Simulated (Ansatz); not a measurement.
# AlH5O2Si: basis-set convergence

An exercise on one series of results from a longer session: the logs are not shown, and one member is left open.

Program: Ansatz 0.2.0, Gaussian basis. Level of theory: one geometry, several basis sets. These are calculated values, not measurements.

The runs, in order: PBE0-D4/def2-SVP; ωB97M-V/def2-SVP; PBE0-D4/def2-QZVPP; ωB97M-V/def2-QZVPP; the functionals' def2-TZVPP values are taken from earlier runs.

## The relaxed structure

The geometry comes from an earlier relaxation with PBE0-D4 in a triple-zeta def2 set; it is a stationary point, not always the lowest conformer.

SMILES `[OH][AlH][SiH2]O`, 9 atoms, charge 0, spin multiplicity 1.

Atoms are counted from 1 here; the program's logs count them from 0.

Bond lengths: O1–Al2 1.701 Å, O1–H5 0.956 Å, Al2–Si3 2.472 Å, Al2–H6 1.584 Å, Si3–O4 1.665 Å, Si3–H7 1.497 Å, Si3–H8 1.490 Å, O4–H9 0.958 Å. Angles: Al2–O1–H5 122.4°, O1–Al2–Si3 118.2°, O1–Al2–H6 115.4°, Si3–Al2–H6 126.4°, Al2–Si3–O4 112.2°, Al2–Si3–H7 111.7°, Al2–Si3–H8 111.2°, O4–Si3–H7 110.3°, O4–Si3–H8 104.8°, H7–Si3–H8 106.3°, Si3–O4–H9 116.9°.

Coordinates:

```xyz
9

O    -0.9876    2.1420   -0.4646
Al   -0.2880    1.2242    0.7849
Si    0.3616   -1.1103    0.2951
O     0.2232   -1.4744   -1.3241
H    -1.1852    1.7721   -1.3240
H    -0.1140    1.9794    2.1665
H     1.7458   -1.4122    0.7800
H    -0.5426   -2.0761    0.9802
H     0.8752   -1.0909   -1.9113
```

Set-up of the first run:

Input file in.yaml:

```yaml
crystal:
  periodic: [false, false, false]
  atoms:
    - {symbol: O, position_ang: [-0.987553, 2.141968, -0.464557]}
    - {symbol: Al, position_ang: [-0.288009, 1.224152, 0.784859]}
    - {symbol: Si, position_ang: [0.361618, -1.110348, 0.295082]}
    - {symbol: O, position_ang: [0.223167, -1.474443, -1.324094]}
    - {symbol: H, position_ang: [-1.185240, 1.772150, -1.324010]}
    - {symbol: H, position_ang: [-0.113975, 1.979427, 2.166506]}
    - {symbol: H, position_ang: [1.745816, -1.412215, 0.779986]}
    - {symbol: H, position_ang: [-0.542561, -2.076083, 0.980226]}
    - {symbol: H, position_ang: [0.875237, -1.090908, -1.911297]}
basis:
  gaussian: {orbitals: def2-SVP}
hamiltonian: {xc: pbe0, dispersion: d4}
output: {orbitals: {seedname: orbitals}}
```

On the command line:

```sh
ansatz run in.yaml --threads 2 --pin off --events-out ev --progress --plain --max-ram 4352MiB
```

Among the steps run: PBE0-D4 in def2-SVP; ωB97M-V in def2-SVP; PBE0-D4 in def2-QZVPP; ωB97M-V in def2-QZVPP.

One of the session's tables, all rows but one given; the rest of the session is left out.

It belongs to the step «Density functionals: the series». 

| functional | basis | HOMO (eV) | LUMO (eV) |
| --- | --- | --- | --- |
| PBE0-D4 | def2-SVP | -7.00 | -1.31 |
| PBE0-D4 | def2-TZVPP | ? | ? |
| PBE0-D4 | def2-QZVPP | -7.15 | -1.53 |
| ωB97M-V | def2-SVP | -8.99 | 0.44 |
| ωB97M-V | def2-TZVPP | -9.14 | 0.18 |
| ωB97M-V | def2-QZVPP | -9.18 | -0.01 |

**Question.** Estimate the row for PBE0-D4, def2-TZVPP.

As computed: HOMO (eV): -7.12; LUMO (eV): -1.47. In the column «HOMO (eV)» it lies between PBE0-D4, def2-QZVPP (-7.15) and PBE0-D4, def2-SVP (-7.00).
